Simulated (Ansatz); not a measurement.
# Mg (P6_3/mmc): energy and pressure against volume

An exercise on one series of results from a longer session: the logs are not shown, and one member is left open.

Computed with Ansatz 0.2.0 (DFT PBEsol, scalar-relativistic, plane waves, PAW, unless a step's input says otherwise).

**The system as given**

Symmetry: P6_3/mmc, No. 194, hexagonal system. The conventional cell has a = 3.177 Å, b = 3.177 Å, c = 5.151 Å, α = 90.00°, β = 90.00°, γ = 120.00°. Mg (site symmetry -6m2) is surrounded by 12 Mg at 3.16 to 3.18 Å.

Coordinates:

```cif
data_structure
_symmetry_space_group_name_H-M 'P6_3/mmc'
_symmetry_Int_Tables_number 194
_cell_length_a 3.1770
_cell_length_b 3.1770
_cell_length_c 5.1507
_cell_angle_alpha 90.000
_cell_angle_beta 90.000
_cell_angle_gamma 120.000
_cell_volume 45.02
loop_
_atom_site_label
_atom_site_type_symbol
_atom_site_symmetry_multiplicity
_atom_site_Wyckoff_symbol
_atom_site_fract_x
_atom_site_fract_y
_atom_site_fract_z
_atom_site_occupancy
Mg1 Mg 2 c 0.33333 0.66667 0.25000 1
```

An earlier run at PBEsol left this cell at 22.511 Å³/atom and 0.01 GPa (16×16×10 mesh).

Set-up of the first run:

input.yaml

```yaml
crystal:
  lattice:
    - [3.1340407932, 0.0, 0.0]
    - [-1.5670203966, 2.7141589434, 0.0]
    - [0.0, 0.0, 5.0811361583]
  atoms:
    - { symbol: Mg, position: [0.3333333333, 0.6666666667, 0.25] }
    - { symbol: Mg, position: [0.6666666667, 0.3333333333, 0.75] }
basis:
  ecutwfc: 420
  ecutrho_ratio: 4
kpoints:
  mp_grid: { grid: [16, 16, 10] }
hamiltonian:
  xc: pbesol
scf:
  occupations: { method: gaussian, width: 0.05 }
output:
  forces: true
  stress: true
  eigenvalues: true
relax:
  f_tol: 0.01
  max_steps: 40
  cell: { stress_tol: 0.1, fix: [volume] }
```

Launch:

```bash
> ansatz run input.yaml --threads 1 --pin off --max-ram 2560MiB --backend cpu --events-out ev --progress --plain --runs-dir out
```

Steps of the session up to this table: Volume × 0.96; Volume × 1.04; Volume × 0.92; Volume × 0.88; Volume × 0.84; Volume × 0.8; Volume × 0.76; Volume × 0.72.

One table of the session follows, with a row left open; its other results are not shown here.

```
volume (Å³/atom)  energy above the lowest (meV/atom)  pressure (GPa)
          16.208                               346.6            23.3
          17.109                               232.6            17.5
          18.009                               147.6            12.9
          18.909                                86.0             9.2
          19.810                                   ?               ?
          20.710                                19.5             3.7
          21.611                                 4.6             1.7
          22.511                                 0.0             0.0
          23.412                                 3.9            -1.4
```

**Question.** Estimate the row for volume (Å³/atom) = 19.810.

Worked estimate for «energy above the lowest (meV/atom)». A straight line through the neighbours (18.909, 86.0) and (20.710, 19.5) gives 86.0 + (19.5 − 86.0) × (19.810 − 18.909) / (20.710 − 18.909) = 52.7; a parabola fitted to 4 rows on both sides gives 44.9.

The run gave: energy above the lowest (meV/atom): 47.1; pressure (GPa): 6.2. In «energy above the lowest (meV/atom)» the line misses by +5.6 and the parabola by -2.2.

Limits of these values: The k mesh is not the same at all volumes. Other structures may be lower in enthalpy at these pressures.
